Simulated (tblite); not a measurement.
# C5H6F4Si: the cost of one run

Programs: tblite 0.8.0 and PySCF 2.14.0, with density-fitted response routines of our own. Each step states its level of theory. These are calculated values for one molecule in the gas phase, unless marked as measured. Atoms are numbered from 0 throughout.

## (1) The starting structure

16 atoms, charge 0, multiplicity 1; geometry from: force field or distance geometry start.

Bonds of the start (Å): F0–C1 1.36, C1–C2 1.48, C2–Si3 1.77, Si3–C4 2.27, C4–C5 1.47, C5–F6 1.35, C5–C7 1.35, C7–F8 1.35, C7–F9 1.34, C4–C2 1.48, C1–H10 1.10, C1–H11 1.09, C2–H12 1.09, Si3–H13 1.47, Si3–H14 1.49, C4–H15 1.09.

## (2) Geometry optimisation with GFN2-xTB

Job settings and geometry (Å):

```
{"job": {"kind": "relax", "xc": "GFN2-xTB", "basis": "xTB"}, "charge": 0, "multiplicity": 1}
F     -1.117000    -2.850300    -0.899700
C     -1.184700    -1.715900    -0.145600
C     -0.612200    -0.599700    -0.936400
Si     1.129600    -0.569400    -1.236500
C     -0.476000     0.749100    -0.331600
C     -0.000700     0.969900     1.042700
F     -0.539200     0.194300     2.008100
C      0.890700     1.905700     1.445500
F      1.219800     2.002700     2.746700
F      1.445100     2.731100     0.543600
H     -0.639800    -1.923600     0.791500
H     -2.234800    -1.541500     0.110900
H     -1.200400    -0.589700    -1.856100
H      1.662600     0.368800    -2.242000
H      2.024200    -0.723800    -0.055300
H     -0.374900     1.601300    -0.997200
```

The run is started by

```
$ OMP_NUM_THREADS=1 python probes_run.py task.json out
```

One launch serves the whole session: the jobs run in the order shown.

**Question.** How long does this first job take on 1 thread of Arm Neoverse N1, shared host?

About 1.7 s.
